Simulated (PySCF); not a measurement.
# C₃H₁₀ClPSi: NMR shifts, electronic excitations and K edges in gas and solvents

Aim: compute the NMR shifts, electronic excitations and K edges of C₃H₁₀ClPSi (`CC[Si@H](P)CCl`), and see what a dielectric continuum does where one was used.

Programs: PySCF 2.14.0, with density-fitted response routines of our own. Each step states its level of theory. These are calculated values for one molecule, in the gas phase or a continuum, unless marked as measured. Atoms count from 0, in the outputs and in this text.

### 1 The starting structure

16 atoms, charge 0, multiplicity 1; geometry from: GFN2-xTB.

Bonds of the start (Å): C0–C1 1.53, C1–Si2 1.91, Si2–P3 2.25, Si2–C4 1.92, C4–Cl5 1.78, C0–H6 1.09, C0–H7 1.09, C0–H8 1.09, C1–H9 1.09, C1–H10 1.09, Si2–H11 1.47, P3–H12 1.38, P3–H13 1.38, C4–H14 1.09, C4–H15 1.09.

### 2 Optimising the geometry at PBE0-D3(BJ)/def2-SVP

The job: settings as JSON, then the geometry in Å.

```
{"job": {"xc": "PBE0", "basis": "def2-SVP", "d3": "d3bj", "grid": 1, "kind": "geom"}, "charge": 0, "multiplicity": 1}
C     -1.908620    -0.497511     0.126512
C     -0.965758    -0.136515    -1.017595
Si     0.832071     0.114157    -0.428847
P      1.436726    -1.706094     0.748454
C      0.920118     1.551582     0.838311
Cl     0.146641     3.010435     0.167351
H     -1.981646     0.323025     0.836263
H     -2.907506    -0.709532    -0.250040
H     -1.548254    -1.379591     0.655382
H     -1.321207     0.770382    -1.506097
H     -0.992950    -0.928254    -1.768079
H      1.699074     0.476089    -1.562857
H      2.797432    -1.475749     0.652413
H      1.439787    -2.548455    -0.348799
H      0.402106     1.318148     1.766496
H      1.944388     1.826825     1.079719
```

Output:

```text
step   0  E = -1210.43089672  max force = 0.020279
step   1  E = -1210.43480289  max force = 0.004021
step   2  E = -1210.43503282  max force = 0.000798
step   3  E = -1210.43506363  max force = 0.000370
step   4  E = -1210.43508783  max force = 0.000652
step   5  E = -1210.43511346  max force = 0.000794
step   6  E = -1210.43515177  max force = 0.000544
step   7  E = -1210.43518825  max force = 0.000375
step   8  E = -1210.43520899  max force = 0.000345
step   9  E = -1210.43521386  max force = 0.000285
optimisation converged
```

Wall time 4.7 min (1 thread, shared host).

Step by step:

```
step  energy from step 0 (eV)  largest force component (eV/Å)
   0                   0.0000                          1.0428
   1                  -0.1063                          0.2068
   2                  -0.1125                          0.0410
   3                  -0.1134                          0.0190
   4                  -0.1140                          0.0335
   5                  -0.1147                          0.0408
   6                  -0.1158                          0.0280
   7                  -0.1168                          0.0193
   8                  -0.1173                          0.0177
   9                  -0.1175                          0.0147
```

Distances of close pairs at the start and the end, largest changes first:

```
   bond  before (Å)  after (Å)  change (Å)
 P3–H13       1.383      1.429      +0.046
 P3–H12       1.383      1.429      +0.046
 C1–Si2       1.908      1.882      -0.027
 Si2–P3       2.251      2.275      +0.024
Si2–H11       1.473      1.495      +0.023
 Si2–C4       1.918      1.897      -0.021
  C0–H6       1.087      1.101      +0.014
  C1–H9       1.090      1.103      +0.014
```

The final coordinates are the input of the step that follows.

```
                         at the end point                value
  point group (found at 0.08 Å tolerance)                   C1
rotational constants (GHz, main isotopes)  2.390, 1.044, 0.829
                        dipole moment (D)                 0.92
```

### 3 NMR shieldings: PBE0/pcSseg-1 in chloroform

The job: settings as JSON, then the geometry in Å.

```
{"job": {"kind": "nmr", "xc": "PBE0", "basis": "pcSseg-1", "solvent": "chloroform", "pop": true}, "charge": 0, "multiplicity": 1}
C     -2.313881     0.632310     0.406566
C     -1.338252     0.767026    -0.758743
Si     0.448982     1.031389    -0.233232
P      1.182175    -0.813724     0.876431
C      0.542455     2.461611     1.010181
Cl    -0.267151     3.908195     0.322156
H     -2.345770     1.557285     1.003372
H     -3.338905     0.437348     0.054993
H     -2.035068    -0.192027     1.082582
H     -1.613179     1.624279    -1.396843
H     -1.374285    -0.122365    -1.411894
H      1.308537     1.369292    -1.409097
H      2.554717    -0.415945     0.842758
H      1.286638    -1.593908    -0.316746
H      0.032152     2.209322     1.951416
H      1.578788     2.739858     1.250519
```

Method: GIAO PBE0/pcSseg-1 NMR shielding, non-relativistic, IEF-PCM chloroform.

Output:

```text
coarse grid: 14336 points
cycle   1  E = -1210.7227143135  dE =  1.732e-01  |g| = 3.528e-01  |ddm| = 3.442e+00
cycle   2  E = -1210.7187067918  dE =  4.008e-03  |g| = 3.810e-01  |ddm| = 6.909e-01
cycle   3  E = -1210.7563018637  dE = -3.760e-02  |g| = 4.021e-02  |ddm| = 3.645e-01
cycle   4  E = -1210.7566730098  dE = -3.711e-04  |g| = 1.451e-02  |ddm| = 5.356e-02
cycle   5  E = -1210.7567196492  dE = -4.664e-05  |g| = 3.428e-03  |ddm| = 1.752e-02
cycle   6  E = -1210.7567222193  dE = -2.570e-06  |g| = 1.382e-03  |ddm| = 4.407e-03
final grid: 122944 points
cycle   7  E = -1210.7908151089  dE = -2.591e-05  |g| = 8.362e-03  |ddm| = 2.595e-02
cycle   8  E = -1210.7908051598  dE =  9.949e-06  |g| = 1.029e-02  |ddm| = 1.532e-02
cycle   9  E = -1210.7908325438  dE = -2.738e-05  |g| = 7.370e-04  |ddm| = 8.794e-03
cycle  10  E = -1210.7908326426  dE = -9.881e-08  |g| = 2.113e-04  |ddm| = 8.992e-04
cycle  11  E = -1210.7908326536  dE = -1.098e-08  |g| = 4.494e-05  |ddm| = 2.155e-04
cycle  12  E = -1210.7908326540  dE = -4.852e-10  |g| = 1.461e-05  |ddm| = 5.375e-05
converged SCF energy = -1210.7908326540

GIAO shielding tensors (ppm)
atom      isotropic    diamagn.    paramagn.     s11        s22        s33       span
  0 C      177.194     246.391     -69.197    172.057    173.173    186.351     14.294
  1 C      180.164     253.188     -73.025    173.323    177.334    189.834     16.510
  2 Si     359.903     881.152    -521.249    325.150    372.220    382.338     57.188
  3 P      603.829     968.396    -364.567    534.595    590.207    686.686    152.091
  4 C      152.152     254.249    -102.098    124.367    135.367    196.721     72.354
  5 Cl     937.286    1145.362    -208.076    830.628    875.148   1106.082    275.453
  6 H       30.331      29.053       1.278     24.698     30.721     35.574     10.876
  7 H       30.008      27.489       2.519     24.807     26.866     38.352     13.545
  8 H       30.309      30.419      -0.109     24.766     30.062     36.100     11.334
  9 H       30.024      29.878       0.147     26.021     27.902     36.149     10.128
 10 H       30.696      32.100      -1.404     26.168     28.235     37.685     11.517
 11 H       26.555      29.941      -3.386     23.031     24.920     31.715      8.684
 12 H       29.589      29.626      -0.037     24.043     26.986     37.739     13.696
 13 H       29.587      30.109      -0.522     24.199     26.674     37.889     13.690
 14 H       28.145      30.633      -2.488     23.389     27.500     33.547     10.158
 15 H       28.148      29.291      -1.143     21.476     28.194     34.775     13.299
```

Run time: 86 s. Hardware: 1 thread, shared host.

The references, computed at this level on geometries of the same kind, shield at (ppm): ¹H TMS 31.25, ¹³C TMS 185.2, ²⁹Si TMS 351.9, ³¹P PH3 585.9. Their shielding less the atom's gives the shift. The references are single molecules in the same continuum, so shifts against H2O, NH3, PH3, H3PO4 or CFCl3 are not on the usual liquid scales and can be off by tens of ppm. Atoms listed in one row are averaged.

```
     atoms                                 environment  σ (ppm)  δ (ppm)
        C4                 sp3 CH2 bonded to Cl and Si    152.2     33.0
        C0                               methyl carbon    177.2      8.0
        C1                        sp3 CH2 bonded to Si    180.2      5.0
       H11      hydrogen on a silicon bonded to 2 C, P    26.56     4.69
       H14  hydrogen on an sp3 CH2 bonded to Cl and Si    28.15     3.10
       H15  hydrogen on an sp3 CH2 bonded to Cl and Si    28.15     3.10
  H12, H13       hydrogen on a phosphorus bonded to Si    29.59     1.66
        H9         hydrogen on an sp3 CH2 bonded to Si    30.02     1.22
H6, H7, H8                 hydrogen on a methyl carbon    30.22     1.03
       H10         hydrogen on an sp3 CH2 bonded to Si    30.70     0.55
       Si2                 silicon bonded to 2 C, P, H    359.9     -8.0
        P3                phosphorus bonded to Si, 2 H    603.8    -18.0
       Cl5                        chlorine bonded to C      937        –
```

Charges from the same density, by scheme (e):

```
atoms  Mulliken    IAO  Hirshfeld  ESP fit
   C0     -0.31  -0.41      -0.12    -0.06
   C1     -0.57  -0.53      -0.16     0.00
  Si2      0.60   0.76       0.31     0.49
   P3     -0.26  -0.15      -0.04    -0.44
   C4     -0.50  -0.52      -0.12    -0.38
  Cl5     -0.19  -0.12      -0.08    -0.18
```

Mayer bond orders: C0–C1 1.04, C1–Si2 0.93, Si2–P3 1.02, Si2–C4 0.84, C4–Cl5 0.94.

### 4 Ultraviolet spectrum: B3LYP/def2-SVPD

The job, as its differences from that of step 3:

```diff
@@ -1,2 +1,2 @@
-{"job": {"kind": "nmr", "xc": "PBE0", "basis": "pcSseg-1", "solvent": "chloroform", "pop": true}, "charge": 0, "multiplicity": 1}
+{"job": {"kind": "uv", "xc": "B3LYP", "basis": "def2-SVPD", "dynamic": true, "nstates": 6, "ntriplets": 0}, "charge": 0, "multiplicity": 1}
 C     -2.313881     0.632310     0.406566
```

Method: TDDFT B3LYP/def2-SVPD, vertical, gas phase, core orbitals frozen in the response.

Output:

```text
coarse grid: 14336 points
cycle   1  E = -1210.8574937859  dE =  1.231e-01  |g| = 3.881e-01  |ddm| = 5.025e+00
cycle   2  E = -1210.8385284418  dE =  1.897e-02  |g| = 4.714e-01  |ddm| = 1.186e+00
cycle   3  E = -1210.8999817623  dE = -6.145e-02  |g| = 4.965e-02  |ddm| = 6.039e-01
cycle   4  E = -1210.9006297920  dE = -6.480e-04  |g| = 1.700e-02  |ddm| = 1.134e-01
cycle   5  E = -1210.9007070170  dE = -7.723e-05  |g| = 4.978e-03  |ddm| = 3.486e-02
cycle   6  E = -1210.9007143219  dE = -7.305e-06  |g| = 1.175e-03  |ddm| = 1.058e-02
final grid: 122944 points
cycle   7  E = -1211.0434464572  dE = -2.854e-05  |g| = 5.820e-03  |ddm| = 9.259e-02
cycle   8  E = -1211.0434371258  dE =  9.331e-06  |g| = 8.262e-03  |ddm| = 1.682e-02
cycle   9  E = -1211.0434551966  dE = -1.807e-05  |g| = 5.811e-04  |ddm| = 1.001e-02
cycle  10  E = -1211.0434552899  dE = -9.327e-08  |g| = 1.734e-04  |ddm| = 1.141e-03
cycle  11  E = -1211.0434552977  dE = -7.866e-09  |g| = 4.591e-05  |ddm| = 2.788e-04
cycle  12  E = -1211.0434552983  dE = -5.425e-10  |g| = 1.326e-05  |ddm| = 9.041e-05
converged SCF energy = -1211.0434552983

Static polarisability (au): isotropic 107.417, principal 92.459 102.013 127.778

Singlet excitations
state   eV       nm        f      main configurations
  1   5.8795    210.9   0.01696   H->L 0.95
  2   6.2862    197.2   0.01592   H->L+1 0.83, H->L+2 0.13
  3   6.3839    194.2   0.02801   H-1->L 0.94
  4   6.8075    182.1   0.01732   H-3->L 0.51, H-2->L 0.33
  5   6.8342    181.4   0.15907   H->L+2 0.60, H-2->L 0.13, H->L+1 0.10
  6   6.8944    179.8   0.02829   H->L+3 0.64, H-1->L+1 0.25
```

Run time: 1.8 min. Hardware: 1 thread, shared host.

The orbitals next to the gap, with their largest atomic shares:

```
orbital     eV                        atoms
 HOMO−3  -8.39     Cl5 58 %, C4 9 %, C1 8 %
 HOMO−2  -8.29  C1 22 %, Cl5 20 %, Si2 15 %
 HOMO−1  -7.86  Cl5 51 %, C4 20 %, Si2 10 %
   HOMO  -7.26   P3 61 %, Si2 15 %, H12 6 %
   LUMO  -0.43   Cl5 32 %, P3 18 %, C4 17 %
 LUMO+1  -0.11  P3 23 %, Si2 16 %, H12 13 %
 LUMO+2   0.34  P3 39 %, Si2 15 %, H12 11 %
```

With each of the 6 states as a Gaussian band of 0.4 eV half-width at 1/e, the curve within the window shown has maxima at 182 nm (ε 8,700) L/(mol cm). Beyond the last state computed it falls off for lack of states. The curve at chosen wavelengths:

nm, ε (L/mol/cm) and a bar:
```
      172       3813 #############
      174       5274 ##################
      177       7307 #########################
      179       8241 ############################
      182       8690 ##############################
      184       8365 #############################
      187       7236 #########################
      189       6288 ######################
      192       4900 #################
      194       4104 ##############
      197       3157 ###########
      199       2675 #########
      202       2123 #######
      204       1838 ######
      207       1496 #####
      209       1306 ####
      212       1058 ###
      214        911 ###
      217        712 ##
      219        592 ##
      222        434 #
      224        345 #
      227        235 #
      229        177 
      232        112 
      234         81
```

Further results of this job:

```
           property  computed
  dipole moment (D)      1.11
polarisability (Å³)     15.92
 HOMO–LUMO gap (eV)      6.83
      −ε(HOMO) (eV)      7.26
C6 with itself (au)      4198
```

### 5 Excited states and response: B3LYP/def2-SVPD in chloroform

The job, as its differences from that of step 4:

```diff
@@ -1,2 +1,2 @@
-{"job": {"kind": "uv", "xc": "B3LYP", "basis": "def2-SVPD", "dynamic": true, "nstates": 6, "ntriplets": 0}, "charge": 0, "multiplicity": 1}
+{"job": {"kind": "uv", "xc": "B3LYP", "basis": "def2-SVPD", "solvent": "chloroform", "nstates": 6, "ntriplets": 0}, "charge": 0, "multiplicity": 1}
 C     -2.313881     0.632310     0.406566
```

Level: TDDFT B3LYP/def2-SVPD, vertical, IEF-PCM chloroform (non-equilibrium linear response), core orbitals frozen in the response.

Output:

```text
coarse grid: 14336 points
cycle   1  E = -1210.8631069949  dE =  1.180e-01  |g| = 3.822e-01  |ddm| = 5.023e+00
cycle   2  E = -1210.8478011587  dE =  1.531e-02  |g| = 4.525e-01  |ddm| = 1.176e+00
cycle   3  E = -1210.9039408883  dE = -5.614e-02  |g| = 4.560e-02  |ddm| = 5.789e-01
cycle   4  E = -1210.9044674879  dE = -5.266e-04  |g| = 1.532e-02  |ddm| = 9.975e-02
cycle   5  E = -1210.9045298605  dE = -6.237e-05  |g| = 4.035e-03  |ddm| = 3.235e-02
cycle   6  E = -1210.9045345814  dE = -4.721e-06  |g| = 8.462e-04  |ddm| = 8.570e-03
final grid: 122944 points
cycle   7  E = -1211.0472468376  dE = -2.995e-05  |g| = 5.114e-03  |ddm| = 9.190e-02
cycle   8  E = -1211.0472413771  dE =  5.461e-06  |g| = 6.814e-03  |ddm| = 1.465e-02
cycle   9  E = -1211.0472536118  dE = -1.223e-05  |g| = 4.204e-04  |ddm| = 8.080e-03
cycle  10  E = -1211.0472536557  dE = -4.389e-08  |g| = 1.652e-04  |ddm| = 8.846e-04
cycle  11  E = -1211.0472536628  dE = -7.093e-09  |g| = 3.630e-05  |ddm| = 2.472e-04
cycle  12  E = -1211.0472536632  dE = -3.301e-10  |g| = 1.107e-05  |ddm| = 7.041e-05
converged SCF energy = -1211.0472536632

Static polarisability (au): isotropic 137.670, principal 121.153 128.932 162.925

Singlet excitations
state   eV       nm        f      main configurations
  1   5.9164    209.6   0.03548   H->L 0.95
  2   6.3666    194.7   0.02718   H->L+1 0.78, H->L+2 0.17
  3   6.4275    192.9   0.04249   H-1->L 0.94
  4   6.7396    184.0   0.32755   H->L+2 0.73, H->L+1 0.17
  5   6.8921    179.9   0.00567   H-3->L 0.58, H-2->L 0.38
  6   6.9524    178.3   0.03546   H->L+3 0.76
```

It took 85 s on 1 thread, shared host.

This run: HOMO -7.14 eV, LUMO -0.29 eV; lowest singlet 5.92 eV.

### 6 K-edge absorption: BHandHLYP/def2-SVPD+aug-pcX-1+pcseg-1

The job, as its differences from that of step 5:

```diff
@@ -1,2 +1,2 @@
-{"job": {"kind": "uv", "xc": "B3LYP", "basis": "def2-SVPD", "solvent": "chloroform", "nstates": 6, "ntriplets": 0}, "charge": 0, "multiplicity": 1}
+{"job": {"kind": "xas", "xc": "BHandHLYP", "basis": {"default": "aug-pcX-1", "H": "pcseg-1", "Si": "def2-SVPD", "Cl": "def2-SVPD", "P": "def2-SVPD"}}, "charge": 0, "multiplicity": 1}
 C     -2.313881     0.632310     0.406566
```

Level: core-valence-separated TDA BHandHLYP/aug-pcX-1 H:pcseg-1 Si:def2-SVPD Cl:def2-SVPD P:def2-SVPD, K edges, non-relativistic, gas phase.

Output:

```text
coarse grid: 14336 points
cycle   1  E = -1210.8303337483  dE =  2.314e-01  |g| = 3.166e-01  |ddm| = 4.205e+00
cycle   2  E = -1210.8479409890  dE = -1.761e-02  |g| = 2.384e-01  |ddm| = 7.719e-01
cycle   3  E = -1210.8628920619  dE = -1.495e-02  |g| = 4.880e-02  |ddm| = 3.299e-01
cycle   4  E = -1210.8635284603  dE = -6.364e-04  |g| = 1.589e-02  |ddm| = 8.811e-02
cycle   5  E = -1210.8635947989  dE = -6.634e-05  |g| = 3.341e-03  |ddm| = 2.291e-02
cycle   6  E = -1210.8635980736  dE = -3.275e-06  |g| = 1.067e-03  |ddm| = 6.642e-03
final grid: 122944 points
cycle   7  E = -1210.9617380270  dE = -4.079e-05  |g| = 3.526e-03  |ddm| = 3.649e-02
cycle   8  E = -1210.9617381980  dE = -1.709e-07  |g| = 3.350e-03  |ddm| = 7.806e-03
cycle   9  E = -1210.9617410332  dE = -2.835e-06  |g| = 2.213e-04  |ddm| = 3.965e-03
cycle  10  E = -1210.9617410457  dE = -1.251e-08  |g| = 1.313e-04  |ddm| = 5.775e-04
cycle  11  E = -1210.9617410504  dE = -4.743e-09  |g| = 2.006e-05  |ddm| = 1.835e-04
cycle  12  E = -1210.9617410506  dE = -1.728e-10  |g| = 9.406e-06  |ddm| = 5.538e-05
converged SCF energy = -1210.9617410506

C K edge
   eV          f      from atoms
  284.390   0.06105   C4
  285.322   0.01058   C1
  285.445   0.00565   C0
  285.882   0.02014   C1
  286.003   0.02018   C1
  286.216   0.02438   C0
  286.275   0.02426   C0
  286.310   0.01184   C1
  286.499   0.00715   C0
  286.572   0.00059   C1
  286.721   0.00424   C0
  286.731   0.01033   C4
  286.791   0.01640   C1
  286.963   0.00242   C1
  287.220   0.00588   C1 C0
  287.227   0.00825   C0 C1
```

Run time: 54 s. Hardware: 1 thread, shared host.

### 7 Comparing the runs: electronic excitations

Excitations and ground-state properties, with basis size and wall time:

```
                          run  lowest singlet (eV)  brightest (eV)      f  gap (eV)  α (Å³)  μ (D)  functions     time
              B3LYP/def2-SVPD                 5.88            6.83  0.159      6.83   15.92   1.11        215  1.8 min
B3LYP/def2-SVPD in chloroform                 5.92            6.74  0.328      6.85   20.40   1.44        215     85 s
```

### 8 What came out

```
                                                                          quantity                                                  value
                                                                       point group                                                     C1
                                              rotational constants (main isotopes)                                   2.39, 1.04, 0.83 GHz
                                ¹³C shifts against TMS (PBE0/pcSseg-1, chloroform)                                     33.0, 8.0, 5.0 ppm
¹H shifts against TMS (PBE0/pcSseg-1, chloroform, means over atoms taken as alike)           4.69, 3.10, 3.10, 1.66, 1.22, 1.03, 0.55 ppm
                               ²⁹Si shifts against TMS (PBE0/pcSseg-1, chloroform)                                               -8.0 ppm
                                ³¹P shifts against PH3 (PBE0/pcSseg-1, chloroform)                                              -18.0 ppm
                                      shieldings of Cl (PBE0/pcSseg-1, chloroform)                                          Cl5 937.3 ppm
                                                  lowest singlet (B3LYP/def2-SVPD)                            5.88 eV (211 nm), f = 0.017
                                          brightest single state of those computed                            state 5, 6.83 eV, f = 0.159
                                                                          C K edge  first line 284.39 eV, strongest 284.39 eV (f = 0.061)
                                                       range of the lowest singlet                                        5.88 to 5.92 eV
```

What this shows: Relaxing lowered the energy by 0.117 eV in 9 steps; the close pair that moved most is P3–H13, from 1.383 to 1.429 Å. C4 (sp3 CH2 bonded to Cl and Si) lies farthest downfield among carbon, at 33.0 ppm; pulled downfield by the heteroatom. At PBE0/pcSseg-1: The largest span, 275 ppm, is at Cl5, where the paramagnetic term is -208 ppm. The first singlet state (HOMO→LUMO 0.95) lies at 5.88 eV and is weak; of the 6 states computed, the strongest absorption comes from states 4 to 5 together at 6.83 eV. At the C edge the strongest single line lifts a 1s electron of C4 into several orbitals, led by LUMO+1 (weight 0.20), and it is the first line. Absolute edge energies from this method are off by several eV; spacings are better. The lowest singlet runs from 5.88 eV (B3LYP/def2-SVPD) to 5.92 eV (B3LYP/def2-SVPD in chloroform), while the orbital gap spans 6.83 to 6.85 eV. The lowest state need not be the same one in every run.
